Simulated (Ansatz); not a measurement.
# 64-atom supercell of rocksalt MgS

Wanted: energy, pressure and frontier levels of the defect-free cell (PBEsol, HSE06 and r²SCAN).

Program: Ansatz 0.2.0, PAW, plane waves. These are calculated values, not measurements.

### 1 The system as built

64 atoms (32 S, 32 Mg); a = 10.364 Å, b = 10.364 Å, c = 10.364 Å, α = 90.00°, β = 90.00°, γ = 90.00°.

Plan of the steps: (2) PBEsol single point at the Γ point alone, on 7 threads; (3) HSE06 single point at the Γ point alone, on 7 threads; (4) r²SCAN single point at the Γ point alone, on 7 threads.

### 2 Single point with PBEsol

in.yaml

```yaml
crystal:
  lattice:
    - [10.363961, 0.000000, 0.000000]
    - [0.000000, 10.363961, 0.000000]
    - [0.000000, 0.000000, 10.363961]
  atoms:
    - { symbol: S, position: [0.250000, 0.000000, 0.000000] }
    - { symbol: S, position: [0.250000, 0.000000, 0.500000] }
    - { symbol: S, position: [0.250000, 0.500000, 0.000000] }
    - { symbol: S, position: [0.250000, 0.500000, 0.500000] }
    - { symbol: S, position: [0.750000, 0.000000, 0.000000] }
    - { symbol: S, position: [0.750000, 0.000000, 0.500000] }
    - { symbol: S, position: [0.750000, 0.500000, 0.000000] }
    - { symbol: S, position: [0.750000, 0.500000, 0.500000] }
    - { symbol: S, position: [0.000000, 0.250000, 0.000000] }
    - { symbol: S, position: [0.000000, 0.250000, 0.500000] }
    - { symbol: S, position: [0.000000, 0.750000, 0.000000] }
    - { symbol: S, position: [0.000000, 0.750000, 0.500000] }
    - { symbol: S, position: [0.500000, 0.250000, 0.000000] }
    - { symbol: S, position: [0.500000, 0.250000, 0.500000] }
    - { symbol: S, position: [0.500000, 0.750000, 0.000000] }
    - { symbol: S, position: [0.500000, 0.750000, 0.500000] }
    - { symbol: S, position: [0.000000, 0.000000, 0.250000] }
    - { symbol: S, position: [0.000000, 0.000000, 0.750000] }
    - { symbol: S, position: [0.000000, 0.500000, 0.250000] }
    - { symbol: S, position: [0.000000, 0.500000, 0.750000] }
    - { symbol: S, position: [0.500000, 0.000000, 0.250000] }
    - { symbol: S, position: [0.500000, 0.000000, 0.750000] }
    - { symbol: S, position: [0.500000, 0.500000, 0.250000] }
    - { symbol: S, position: [0.500000, 0.500000, 0.750000] }
    - { symbol: S, position: [0.250000, 0.250000, 0.250000] }
    - { symbol: S, position: [0.250000, 0.250000, 0.750000] }
    - { symbol: S, position: [0.250000, 0.750000, 0.250000] }
    - { symbol: S, position: [0.250000, 0.750000, 0.750000] }
    - { symbol: S, position: [0.750000, 0.250000, 0.250000] }
    - { symbol: S, position: [0.750000, 0.250000, 0.750000] }
    - { symbol: S, position: [0.750000, 0.750000, 0.250000] }
    - { symbol: S, position: [0.750000, 0.750000, 0.750000] }
    - { symbol: Mg, position: [0.000000, 0.000000, 0.000000] }
    - { symbol: Mg, position: [0.000000, 0.000000, 0.500000] }
    - { symbol: Mg, position: [0.000000, 0.500000, 0.000000] }
    - { symbol: Mg, position: [0.000000, 0.500000, 0.500000] }
    - { symbol: Mg, position: [0.500000, 0.000000, 0.000000] }
    - { symbol: Mg, position: [0.500000, 0.000000, 0.500000] }
    - { symbol: Mg, position: [0.500000, 0.500000, 0.000000] }
    - { symbol: Mg, position: [0.500000, 0.500000, 0.500000] }
    - { symbol: Mg, position: [0.250000, 0.250000, 0.000000] }
    - { symbol: Mg, position: [0.250000, 0.250000, 0.500000] }
    - { symbol: Mg, position: [0.250000, 0.750000, 0.000000] }
    - { symbol: Mg, position: [0.250000, 0.750000, 0.500000] }
    - { symbol: Mg, position: [0.750000, 0.250000, 0.000000] }
    - { symbol: Mg, position: [0.750000, 0.250000, 0.500000] }
    - { symbol: Mg, position: [0.750000, 0.750000, 0.000000] }
    - { symbol: Mg, position: [0.750000, 0.750000, 0.500000] }
    - { symbol: Mg, position: [0.250000, 0.000000, 0.250000] }
    - { symbol: Mg, position: [0.250000, 0.000000, 0.750000] }
    - { symbol: Mg, position: [0.250000, 0.500000, 0.250000] }
    - { symbol: Mg, position: [0.250000, 0.500000, 0.750000] }
    - { symbol: Mg, position: [0.750000, 0.000000, 0.250000] }
    - { symbol: Mg, position: [0.750000, 0.000000, 0.750000] }
    - { symbol: Mg, position: [0.750000, 0.500000, 0.250000] }
    - { symbol: Mg, position: [0.750000, 0.500000, 0.750000] }
    - { symbol: Mg, position: [0.000000, 0.250000, 0.250000] }
    - { symbol: Mg, position: [0.000000, 0.250000, 0.750000] }
    - { symbol: Mg, position: [0.000000, 0.750000, 0.250000] }
    - { symbol: Mg, position: [0.000000, 0.750000, 0.750000] }
    - { symbol: Mg, position: [0.500000, 0.250000, 0.250000] }
    - { symbol: Mg, position: [0.500000, 0.250000, 0.750000] }
    - { symbol: Mg, position: [0.500000, 0.750000, 0.250000] }
    - { symbol: Mg, position: [0.500000, 0.750000, 0.750000] }
kpoints:
  mp_grid: { grid: [1, 1, 1] }
hamiltonian:
  xc: pbesol
scf:
  occupations: { method: fermi_dirac, width: 0.01 }
output:
  forces: true
  eigenvalues: true
  stress: true
  populations: true
  eigenstates: { kpoints: [[0, 0, 0]], e_range: [-6.0, 6.0], localisation: true }
```

### 3 HSE06 on the same atoms

Edit in.yaml of step 2 so:

```diff
@@ -73,3 +73,3 @@
 hamiltonian:
-  xc: pbesol
+  xc: hse06
 scf:
@@ -79,3 +79,2 @@
   eigenvalues: true
-  stress: true
   populations: true
```

### 4 r²SCAN single point

Edit in.yaml of step 3 so:

```diff
@@ -73,3 +73,3 @@
 hamiltonian:
-  xc: hse06
+  xc: r2scan
 scf:
```

**Question.** What will these runs give? Wanted: for each run, top filled to lowest empty; energy; pressure.

The runs gave:

```
 level                     time  top filled to lowest empty (eV)  energy (eV/atom)  pressure (GPa)
PBEsol     12 s (7 CPU threads)                             2.70        -1399.9328            0.44
 HSE06  4.5 min (7 CPU threads)                             3.83        -1414.8638               -
r²SCAN     21 s (7 CPU threads)                             3.47        -1417.7672               -
```

At the same k points, PBEsol gives a spacing 1.13 eV smaller and r²SCAN gives a spacing 0.36 eV smaller than the 3.83 eV of HSE06. The price of HSE06 is about 23 times the time of PBEsol here. With one k point the spacing samples only the states that fold onto it, so it can exceed the gap over the zone.
